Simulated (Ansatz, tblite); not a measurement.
**The cluster Zn4Br8: a ladder of methods and basis sets**

One table from this session's results is given with a row withheld; the runs are named, their logs left out.

The runs use Ansatz 0.2.0, Gaussian basis; as each input shows.

Plan: GFN1-xTB, GFN2-xTB, PBE-D4/def2-TZVP, r2SCAN-D4/def2-TZVP, r2SCANh-D4/def2-TZVP, PBE-D4/def2-SVP, PBE0-D4/def2-SVP, HF/STO-3G, MP2/def2-SVP, RPA/def2-SVP.

5 further runs of the same task are left out: 5 set aside as unsound or not needed.

## The geometry

The singlet was relaxed beforehand with PBE-D4/def2-SVP. At that level it is the lowest of the isomers that a small search found.

12 atoms, charge 0, spin multiplicity 1.

Bond lengths: Zn1–Br5 2.389 Å, Zn1–Br7 2.567 Å, Zn1–Br8 2.389 Å, Zn1–Br9 2.569 Å, Zn2–Br5 2.551 Å, Zn2–Br9 2.669 Å, Zn2–Br10 2.275 Å, Zn2–Br11 2.551 Å, Zn3–Br6 2.551 Å, Zn3–Br7 2.672 Å, Zn3–Br8 2.550 Å, Zn3–Br12 2.276 Å, Zn4–Br6 2.389 Å, Zn4–Br7 2.568 Å, Zn4–Br9 2.568 Å, Zn4–Br11 2.388 Å. Angles: Br5–Zn1–Br7 101.7°, Br5–Zn1–Br8 150.2°, Br5–Zn1–Br9 95.7°, Br7–Zn1–Br8 95.9°, Br7–Zn1–Br9 107.3°, Br8–Zn1–Br9 101.7°, Br5–Zn2–Br9 89.6°, Br5–Zn2–Br10 118.2°, Br5–Zn2–Br11 113.6°, Br9–Zn2–Br10 121.3°, Br9–Zn2–Br11 89.6°, Br10–Zn2–Br11 118.1°, Br6–Zn3–Br7 89.7°, Br6–Zn3–Br8 113.8°, Br6–Zn3–Br12 117.9°, Br7–Zn3–Br8 89.6°, Br7–Zn3–Br12 121.4°, Br8–Zn3–Br12 118.1° and more.

PBE0-D4/def2-TZVP was run before; its log isn't repeated, and its numbers join the tables.

The first run:

Tight binding, by tblite at 300 K electronic temperature and without a spin-polarisation term:

```python
tblite.interface.Calculator('GFN1-xTB', numbers, positions, charge=0, uhf=0).singlepoint()
```

Tight binding, by tblite at 300 K electronic temperature and without a spin-polarisation term:

```python
tblite.interface.Calculator('GFN2-xTB', numbers, positions, charge=0, uhf=0).singlepoint()
```

start.molden holds the orbitals of an earlier run on this state, given as this run's starting guess.

The input, in.yaml:

```yaml
crystal:
  periodic: [false, false, false]
  atoms:
    - {symbol: Zn, position_ang: [1.387314, 0.168113, -0.605100]}
    - {symbol: Zn, position_ang: [-1.245794, 0.681976, -2.663839]}
    - {symbol: Zn, position_ang: [1.245732, -0.683503, 2.660115]}
    - {symbol: Zn, position_ang: [-1.386055, -0.163841, 0.607976]}
    - {symbol: Br, position_ang: [1.084460, 1.691948, -2.419852]}
    - {symbol: Br, position_ang: [-1.085838, -1.690699, 2.420068]}
    - {symbol: Br, position_ang: [0.417952, 1.500896, 1.363461]}
    - {symbol: Br, position_ang: [2.807310, -1.225032, 0.717750]}
    - {symbol: Br, position_ang: [-0.417101, -1.495982, -1.362593]}
    - {symbol: Br, position_ang: [-2.144106, 0.543066, -4.749205]}
    - {symbol: Br, position_ang: [-2.802819, 1.228600, -0.717978]}
    - {symbol: Br, position_ang: [2.138946, -0.555542, 4.749197]}
basis:
  gaussian: {orbitals: def2-TZVP, fitting: {mean_field: def2-universal-jkfit}, initial_orbitals: start.molden}
hamiltonian: {xc: pbe, dispersion: d4}
scf: {omitted_lower_state_checks: [starts]}
output: {forces: true, orbitals: {seedname: orbitals}}
```

Launch:

```bash
$ ansatz run in.yaml --threads 2 --pin off --events-out ev --progress --plain --max-ram 22528MiB --backend cuda --devices 0, --max-vram 18GiB
```

Steps of the session up to this table: PBE-D4/def2-TZVP; r2SCAN-D4/def2-TZVP; r2SCANh-D4/def2-TZVP; PBE-D4/def2-SVP; PBE0-D4/def2-SVP; HF/STO-3G; MP2/def2-SVP; RPA/def2-SVP.

One of the session's tables, all rows but one given; the rest of the session is left out.

It belongs to the step «Binding energy». 

| level | binding an atom (eV) |
| --- | --- |
| HF/STO-3G | ? |
| HF/def2-SVP | 1.735 |
| PBE-D4/def2-SVP | 2.395 |
| PBE-D4/def2-TZVP | 2.236 |
| r2SCAN-D4/def2-TZVP | 2.340 |
| r2SCANh-D4/def2-TZVP | 2.334 |
| PBE0-D4/def2-SVP | 2.398 |
| PBE0-D4/def2-TZVP | 2.280 |
| RPA/def2-SVP | 1.726 |
| MP2/def2-SVP | 2.292 |

Estimate the missing values for HF/STO-3G.

As computed: binding an atom (eV): 1.985. In the column «binding an atom (eV)» it lies between HF/def2-SVP (1.735) and PBE-D4/def2-TZVP (2.236).

Caveats from the session: Free atoms were run apart at each level; binding is atoms less cluster, divided by the number of atoms, without zero-point or spin-orbit terms.
